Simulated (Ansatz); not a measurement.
**H4InNO: small, medium and large basis sets**

An exercise on one series of results from a longer session: the logs are not shown, and one member is left open.

Method: one geometry, several basis sets; program: Ansatz 0.2.0, Gaussian basis.

The runs, in order: PBE0-D4/def2-SVP; ωB97M-V/def2-SVP; PBE0-D4/def2-QZVPP; ωB97M-V/def2-QZVPP; the functionals' def2-TZVPP values are taken from earlier runs.

## The geometry

All runs share one geometry, relaxed beforehand with PBE0-D4 in a triple-zeta def2 set. In takes the def2 core potential; no spin-orbit term is included.

SMILES `[NH2][InH][OH]`, 7 atoms, charge 0, spin multiplicity 1.

Atoms are counted from 1 here; the program's logs count them from 0.

Bond lengths: N1–In2 2.003 Å, N1–H4 1.009 Å, N1–H5 1.007 Å, In2–O3 1.990 Å, In2–H6 1.701 Å, O3–H7 0.959 Å. Angles: In2–N1–H4 117.7°, In2–N1–H5 120.9°, H4–N1–H5 110.5°, N1–In2–O3 107.5°, N1–In2–H6 129.7°, O3–In2–H6 122.6°, In2–O3–H7 113.7°.

The first run:

Input file in.yaml:

```yaml
crystal:
  periodic: [false, false, false]
  atoms:
    - {symbol: N, position_ang: [-1.098783, 0.471839, -0.928735]}
    - {symbol: In, position_ang: [0.284198, 0.305679, 0.510005]}
    - {symbol: O, position_ang: [1.322556, -1.354188, 0.151499]}
    - {symbol: H, position_ang: [-1.323511, -0.354586, -1.461461]}
    - {symbol: H, position_ang: [-1.921445, 1.036919, -0.791943]}
    - {symbol: H, position_ang: [0.678590, 1.380110, 1.768491]}
    - {symbol: H, position_ang: [2.058395, -1.485764, 0.752145]}
basis:
  gaussian: {orbitals: def2-SVP}
hamiltonian: {xc: pbe0, dispersion: d4}
output: {orbitals: {seedname: orbitals}}
```

Command:

```console
$ ansatz run in.yaml --threads 2 --pin off --events-out ev --progress --plain --max-ram 22528MiB --backend cpu
```

Among the steps run: PBE0-D4 in def2-SVP; ωB97M-V in def2-SVP; PBE0-D4 in def2-QZVPP; ωB97M-V in def2-QZVPP.

One of the session's tables, all rows but one given; the rest of the session is left out.

It belongs to the step «Density functionals: the series». 

| functional | basis | HOMO (eV) |
| --- | --- | --- |
| PBE0-D4 | def2-SVP | ? |
| PBE0-D4 | def2-TZVPP | -7.13 |
| PBE0-D4 | def2-QZVPP | -7.19 |
| ωB97M-V | def2-SVP | -9.20 |
| ωB97M-V | def2-TZVPP | -9.50 |
| ωB97M-V | def2-QZVPP | -9.57 |

Estimate the missing values for PBE0-D4, def2-SVP.

As computed: HOMO (eV): -6.86. In the column «HOMO (eV)» it is the highest.
